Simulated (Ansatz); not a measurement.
**Ge: band gap under strain**

Aim: follow the gap of diamond Ge through these states: no strain; +0.5 % biaxial strain in the (111) plane, free along [111]; +0.5 % strain along [111] alone. The table at the end shows which levels were run.

Program: Ansatz 0.2.0. PAW datasets, plane waves. No spin polarisation and no zero-point or thermal motion.

### 1 The cell

The unstrained cell was relaxed with r2SCAN; in each strained cell the atoms were relaxed again with r2SCAN. Names of k-points are those of the unstrained zone, where strain can split equivalent points. First state: no strain.

It is cubic, Fd-3m (No. 227); conventional cell a = 5.674 Å, 22.83 Å³ an atom. Ge has 4 Ge at 2.46 Å.

Coordinates:

```cif
data_structure
_symmetry_space_group_name_H-M 'Fd-3m:1'
_symmetry_Int_Tables_number 227
_cell_length_a 5.6737
_cell_length_b 5.6737
_cell_length_c 5.6737
_cell_angle_alpha 90.000
_cell_angle_beta 90.000
_cell_angle_gamma 90.000
_cell_volume 182.65
loop_
_atom_site_label
_atom_site_type_symbol
_atom_site_symmetry_multiplicity
_atom_site_Wyckoff_symbol
_atom_site_fract_x
_atom_site_fract_y
_atom_site_fract_z
_atom_site_occupancy
Ge1 Ge 8 b 0.00000 0.00000 0.50000 1
```

### 2 No strain: PBE

The input, input.yaml:

```yaml
crystal:
  lattice:
    - [0.0, 2.8368735121, 2.8368735121]
    - [2.8368735121, 0.0, 2.8368735121]
    - [2.8368735121, 2.8368735121, 0.0]
  atoms:
    - { symbol: Ge, position: [0.0, 0.0, 0.0] }
    - { symbol: Ge, position: [0.25, 0.25, 0.25] }
kpoints:
  mp_grid: { grid: [8, 8, 8] }
  band_path:
    path:
      - [0.0, 0.0, 0.0]
      - [0.5, 0.0, 0.5]
      - [0.625, 0.25, 0.625]
      - [0.375, 0.375, 0.75]
      - [0.5, 0.5, 0.5]
      - [0.5, 0.25, 0.75]
    npoints: 1
hamiltonian:
  xc: pbe
scf:
  occupations: { method: fermi_dirac, width: 0.02 }
  n_extra_bands: 4
output:
  forces: true
  stress: true
  eigenvalues: true
```

The run is started by

```console
> ansatz run input.yaml --threads 4 --pin off --max-ram 4608MiB --backend cpu --events-out ev --progress --plain --runs-dir out
```

The runs that follow: No strain: r2SCAN; No strain: HSE06; +0.5 % biaxial strain in the (111) plane, free along [111]: PBE; +0.5 % biaxial strain in the (111) plane, free along [111]: r2SCAN; +0.5 % biaxial strain in the (111) plane, free along [111]: HSE06; +0.5 % strain along [111] alone: PBE; +0.5 % strain along [111] alone: r2SCAN; +0.5 % strain along [111] alone: HSE06.

Q: Predict the outcome of this session.

The runs gave:

Least gap in eV (negative: overlap), with the change from the unstrained cell in brackets:

```
                                                     state  volume change (%)           PBE        r2SCAN         HSE06
                                                 no strain               +0.0          0.00          0.36          0.78
+0.5 % biaxial strain in the (111) plane, free along [111]               +0.8  0.00 (+0.00)  0.24 (-0.12)  0.63 (-0.15)
                           +0.5 % strain along [111] alone               +0.5  0.00 (-0.00)  0.30 (-0.06)  0.71 (-0.07)
```

**Reading.** With HSE06, of the states in the table +0.5 % biaxial strain in the (111) plane, free along [111] shifts the gap most, by -0.142 eV. PBE and HSE06 differ by 0.78 eV on the unstrained gap, and by at most 0.14 eV on its change. Under +0.5 % biaxial strain in the (111) plane, free along [111] and under +0.5 % strain along [111] alone PBE gives no gap, or under 0.02 eV, while HSE06 has one.
